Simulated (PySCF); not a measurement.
# CaH (SMILES [CaH]) at 6 levels

Aim: a comparison of 6 runs (UHF/STO-3G, UHF/3-21G, UB3LYP/6-31G*, U-wB97M-V/def2-TZVPP, USCS-MP2/def2-TZVPP, UCCSDT/def2-TZVPP) of CaH. Input form: a Python script.

The calculation is run with PySCF 2.14.0.

2 further runs of the same task are left out: 2 set aside as unsound or not needed.

### Step 1. The structure to begin with

CaH: 2 atoms, total charge 0, spin state doublet. As SMILES, `[CaH]`. The Ca1–H2 distance was set to 2.985 Å, away from the relaxed value.

Bond lengths: Ca1–H2 2.985 Å.

### Step 2. A single-point energy at UHF/STO-3G (run 1)

File calc.py:

```python
from pyscf import gto

mol = gto.M(
    atom='''
Ca   0.000000   0.000000  -0.974860
H    0.000000   0.000000   2.009840
''',
    spin=1,
    max_memory=1860,
    basis='sto-3g',
    verbose=3,
    charge=0,
)

mf = mol.UHF()
mf.conv_tol = 1e-10
mf.kernel()
if not mf.converged:
    mf = mf.newton().run(mf.mo_coeff, mf.mo_occ)

etot = mf.e_tot
print('E(%s) = %.9f' % ('HF', etot))
```

Launch:

```bash
$ OMP_NUM_THREADS=1 python calc.py
```

Output:

```text
converged SCF energy = -670.459161772695  <S^2> = 0.87703848  2S+1 = 2.1232414
E(HF) = -670.459161773
```

It took 0.78 s on 1 thread of Arm Neoverse V1, shared host; peak memory 0.12 GiB.

### Step 3. The energy at UHF/3-21G (run 2)

File input.xyz:

```xyz
2
CaH
Ca     0.000000     0.000000    -0.974860
H      0.000000     0.000000     2.009840
```

File calc.py:

```python
from pyscf import gto, scf

system = gto.Mole()
system.atom = 'input.xyz'
system.verbose = 4
system.max_memory = 1860
system.charge = 0
system.spin = 1
system.basis = '3-21g'
system.build()

mf = scf.UHF(system)
mf.conv_tol = 1e-10
mf.kernel()
if not mf.converged:
    mf = mf.newton().run(mf.mo_coeff, mf.mo_occ)

etot = mf.e_tot
print('E = %.10f Eh' % etot)
```

Launch:

```bash
$ OMP_NUM_THREADS=1 python calc.py
```

Output:

```text
PySCF version 2.14.0

[INPUT] num. atoms = 2
[INPUT] num. electrons = 21
[INPUT] charge = 0
[INPUT] spin (= nelec alpha-beta = 2S) = 1
[INPUT] symmetry False subgroup None
[INPUT] Mole.unit = angstrom
[INPUT] Symbol           X                Y                Z      unit          X                Y                Z       unit  Magmom
[INPUT]  1 Ca     0.000000000000   0.000000000000  -0.974860000000 AA    0.000000000000   0.000000000000  -1.842218409793 Bohr   0.0
[INPUT]  2 H      0.000000000000   0.000000000000   2.009840000000 AA    0.000000000000   0.000000000000   3.798047154196 Bohr   0.0

nuclear repulsion = 3.54593232767112
number of shells = 11
number of NR pGTOs = 42
number of NR cGTOs = 19
basis = 3-21g
ecp = {}

[... 69 lines left out ...]
converged SCF energy = -673.915409611879  <S^2> = 1.0004641  2S+1 = 2.2364831
E = -673.9154096119 Eh
```

It took 0.66 s on 1 thread of Arm Neoverse V1, shared host; peak memory 0.099 GiB.

Runs 3 to 5 aren't shown in full; the table further down has their settings and results.

### Step 4. The energy at UCCSDT/def2-TZVPP (run 6)

File job.py:

```python
from pyscf import gto, scf, cc

molecule = gto.Mole()
molecule.atom = [
    ('Ca', (0.000000, 0.000000, -0.974860)),
    ('H', (-0.000000, -0.000000, 2.009840)),
]
molecule.basis = 'def2-tzvpp'
molecule.spin = 1
molecule.verbose = 3
molecule.charge = 0
molecule.max_memory = 1860
molecule.build()

hf = scf.UHF(molecule)
hf.conv_tol = 1e-10
hf.kernel()
if not hf.converged:
    hf = hf.newton().run(hf.mo_coeff, hf.mo_occ)

mycc = cc.CCSDT(hf, frozen=5)
mycc.kernel()
e_tot = mycc.e_tot
print(f'total energy: {e_tot:.8f} hartree')
```

Launch:

```bash
$ OMP_NUM_THREADS=1 python job.py
```

Output:

```text
converged SCF energy = -677.262461428566  <S^2> = 0.9521501  2S+1 = 2.1928521
_make_eris_incore_UCCSDT

WARN: A large `blksize_v_aaa` is being used, which may cause large memory consumption
      for storing contraction intermediates. If memory is sufficient, consider using
      `pyscf.cc.uccsdt_highm.UCCSDT` instead.

WARN: A large `blksize_v_aab` is being used, which may cause large memory consumption
      for storing contraction intermediates. If memory is sufficient, consider using
      `pyscf.cc.uccsdt_highm.UCCSDT` instead.

UCCSDT converged
E(UCCSDT) = -677.4938078774524   E_corr = -0.2313464488865829
E_corr(same-spin) = -0.0532524526407013
E_corr(oppo-spin) = -0.178093996245882
total energy: -677.49380788 hartree
```

Run time: 13 min. Hardware: 1 thread of Arm Neoverse V1, shared host; peak memory 1.3 GiB.

### Step 5. All runs side by side

```
run                                level  integration grid  nlc grid  energy (Eh)  dipole moment (D) of the reference  HOMO energy (eV)  LUMO energy (eV)  wall time
  1                           UHF/STO-3G                 –         –  -670.459162                                0.25             -4.11              4.76     0.78 s
  2                            UHF/3-21G                 –         –  -673.915410                                2.04             -5.89              0.26     0.66 s
  3  UB3LYP/6-31G* (spherical functions)                 5         –  -678.063686                                3.48             -4.48             -2.69      2.7 s
  4                 U-wB97M-V/def2-TZVPP                 5         1  -678.045598                                4.81             -6.12             -1.53       16 s
  5                  USCS-MP2/def2-TZVPP                 –         –  -677.452412                                3.76             -6.15              0.01      1.1 s
  6                    UCCSDT/def2-TZVPP                 –         –  -677.493808                                3.76             -6.15              0.01     13 min
```

### Step 6. Summary of results

| quantity | value |
| --- | --- |
| run 6: total energy | -677.49381 Eh |
| run 6: dipole moment (Hartree–Fock density) | 3.76 D |
| run 6: HOMO energy (Hartree–Fock orbitals) (highest over α and β) | -6.15 eV |
| run 6: LUMO energy (Hartree–Fock orbitals) (lowest over α and β) | 0.01 eV |
| run 6: correlation energy (5 core orbitals frozen) | -231.3 mEh |
| run 6: ⟨S²⟩ of the reference determinant | 0.952 |
| run 6: T1 diagnostic | 0.041 |

What this shows: Over runs 1, 2, 3, 4 the dipole moment (its size) runs from 0.25 D (UHF/STO-3G) to 4.81 D (U-wB97M-V/def2-TZVPP). The two ends differ in method and basis. Totals of different functionals can't be ranked against each other. In run 1 the basis is minimal, so the values are rough. Spin contamination of the reference: run 2 ⟨S²⟩ = 1.00, run 5 ⟨S²⟩ = 0.95, run 6 ⟨S²⟩ = 0.95, run 1 ⟨S²⟩ = 0.88. All runs together took 13 min, the longest 13 min.
